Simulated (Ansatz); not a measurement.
**BFH₄O₂Si: one species, many methods**

The task here is to estimate one member of a computed series from the others.

Computed with Ansatz 0.2.0, Gaussian basis. Level: functionals in def2-TZVPP, the program's frozen cores in correlated methods.

Plan: PBE-D4, r2SCAN-D4, PBE0-D4, B3LYP-D4, ωB97X-V, ωB97M-V, B2PLYP; CCSD(T)/def2-TZVPP; CCSD(T)/def2-QZVPP; extrapolation to the limit.

### The geometry

An earlier PBE0-D4 in a triple-zeta def2 set relaxation fixed the geometry.

SMILES `OB(F)O[SiH3]`, 9 atoms, charge 0, spin multiplicity 1.

Atoms are counted from 1 here; the program's logs count them from 0.

Bond lengths: O1–B2 1.359 Å, O1–H6 0.960 Å, B2–F3 1.334 Å, B2–O4 1.348 Å, O4–Si5 1.655 Å, Si5–H7 1.484 Å, Si5–H8 1.481 Å, Si5–H9 1.484 Å. Angles: B2–O1–H6 113.4°, O1–B2–F3 120.0°, O1–B2–O4 121.1°, F3–B2–O4 118.9°, B2–O4–Si5 131.9°, O4–Si5–H7 110.2°, O4–Si5–H8 106.4°, O4–Si5–H9 110.2°, H7–Si5–H8 110.1°, H7–Si5–H9 109.9°, H8–Si5–H9 110.1°.

Set-up of the first run:

Contents of in.yaml:

```yaml
crystal:
  periodic: [false, false, false]
  atoms:
    - {symbol: O, position_ang: [-1.752163, -0.049352, 0.192594]}
    - {symbol: B, position_ang: [-0.927824, 0.124473, -0.873972]}
    - {symbol: F, position_ang: [-1.441119, 0.306743, -2.092162]}
    - {symbol: O, position_ang: [0.411648, 0.116426, -0.727133]}
    - {symbol: Si, position_ang: [1.376616, -0.077665, 0.603313]}
    - {symbol: H, position_ang: [-2.683534, -0.023926, -0.038130]}
    - {symbol: H, position_ang: [1.108013, 0.996376, 1.590835]}
    - {symbol: H, position_ang: [2.774228, 0.011128, 0.122879]}
    - {symbol: H, position_ang: [1.134134, -1.404182, 1.221785]}
basis:
  gaussian: {orbitals: def2-TZVPP}
hamiltonian: {xc: pbe, dispersion: d4}
output: {forces: true, orbitals: {seedname: orbitals}}
```

Launch:

```sh
$ ansatz run in.yaml --threads 2 --pin off --events-out ev --progress --plain --max-ram 22528MiB --backend cpu
```

Steps of the session up to this table: PBE-D4 (GGA); r2SCAN-D4 (meta-GGA); PBE0-D4 (hybrid); B3LYP-D4 (hybrid); ωB97X-V (range-separated); ωB97M-V (range-separated); B2PLYP (double hybrid); CCSD(T) in def2-TZVPP; CCSD(T) in def2-QZVPP.

One table of the session follows, with a row left open; its other results are not shown here.

| method | atomisation energy (eV) |
| --- | --- |
| PBE-D4 | 38.378 |
| r2SCAN-D4 | 38.156 |
| PBE0-D4 | 37.629 |
| B3LYP-D4 | 37.908 |
| ωB97X-V | 38.073 |
| ωB97M-V | 38.158 |
| B2PLYP | 37.713 |
| HF/def2-TZVPP | 28.544 |
| MP2/def2-TZVPP | 38.180 |
| CCSD/def2-TZVPP | 36.595 |
| CCSD(T)/def2-TZVPP | ? |
| MP2/CBS | 39.184 |
| CCSD(T)/CBS | 38.106 |

**Question.** Estimate the row for CCSD(T)/def2-TZVPP.

The run gave: atomisation energy (eV): 37.095. In the column «atomisation energy (eV)» it lies between CCSD/def2-TZVPP (36.595) and PBE0-D4 (37.629).
